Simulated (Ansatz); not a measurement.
# I6Tb2 (Tb2(I)2(I)4): the cost of one run

Program: Ansatz 0.2.0. Level of theory: DFT PBE, plane waves, PAW, molecule in a box with 9 Å of vacuum. These are calculated values, not measurements.

2 further runs of the same task are left out: 1 for a known fault of the program, 1 that didn't finish.

**1. The system as given**

8 atoms, charge 0, spin multiplicity 1.

Bond lengths: Tb1–I3 3.079 Å, Tb1–I4 3.079 Å, Tb1–I5 2.854 Å, Tb1–I6 2.854 Å, Tb2–I3 3.079 Å, Tb2–I4 3.079 Å, Tb2–I7 2.854 Å, Tb2–I8 2.854 Å. Angles: I3–Tb1–I4 90.2°, I3–Tb1–I5 111.7°, I3–Tb1–I6 111.7°, I4–Tb1–I5 111.7°, I4–Tb1–I6 111.7°, I5–Tb1–I6 116.7°, I3–Tb2–I4 90.2°, I3–Tb2–I7 111.7°, I3–Tb2–I8 111.7°, I4–Tb2–I7 111.7°, I4–Tb2–I8 111.7°, I7–Tb2–I8 116.7°, Tb1–I3–Tb2 89.8°, Tb1–I4–Tb2 89.8°.

Geometry (Å):

```xyz
8

Tb    0.0000    0.0000    2.1723
Tb    0.0000    0.0000   -2.1723
I     2.1815    0.0000    0.0000
I    -2.1815    0.0000    0.0000
I     0.0000    2.4298    3.6692
I     0.0000   -2.4298    3.6692
I     0.0000    2.4298   -3.6692
I     0.0000   -2.4298   -3.6692
```

Formal oxidation states: Tb +3. Each metal's 8 4f electrons lie in its core potential, so multiplicities, spins and levels count the valence alone. In the runs below they are in the valence, and the state is a multiplicity 13. An earlier session relaxed this geometry at B3LYP, Tb lcecp-1-SVP with ECP54, I def2-SVP with ECP28 (singlet, point group D2h).

**2. Scalar-relativistic**

input.yaml reads:

```yaml
crystal:
  lattice:
    - [13.36, 0.0, 0.0]
    - [0.0, 13.86, 0.0]
    - [0.0, 0.0, 16.34]
  atoms:
    - { symbol: Tb, position: [0.50011228, 0.49998341, 0.63289596], spin: 6.0 }
    - { symbol: Tb, position: [0.50011228, 0.49998341, 0.36700979], spin: 6.0 }
    - { symbol: I, position: [0.6633982, 0.49998341, 0.49995288] }
    - { symbol: I, position: [0.33682635, 0.49998341, 0.49995288] }
    - { symbol: I, position: [0.50011228, 0.67529149, 0.72450734] }
    - { symbol: I, position: [0.50011228, 0.32467532, 0.72450734] }
    - { symbol: I, position: [0.50011228, 0.67529149, 0.2753978] }
    - { symbol: I, position: [0.50011228, 0.32467532, 0.2753978] }
basis:
  ecutwfc: 420
  ecutrho_ratio: 4
kpoints:
  mp_grid: { grid: [1, 1, 1] }
hamiltonian:
  xc: pbe
scf:
  occupations: { method: gaussian, width: 0.01 }
output:
  forces: true
  eigenvalues: true
  populations: true
  hubbard: { sites: [{ species: Tb, l: f }] }
magnetization:
  spin_polarized: true
```

On the command line:

```sh
ansatz run input.yaml --threads 4 --pin off --max-ram 8192MiB --backend cpu --events-out ev --progress --plain --runs-dir out
```

Q: Estimate wall time and peak memory on 4 threads of Arm Neoverse V1, shared host.

About 2 min, with a peak of 2.7 GiB.
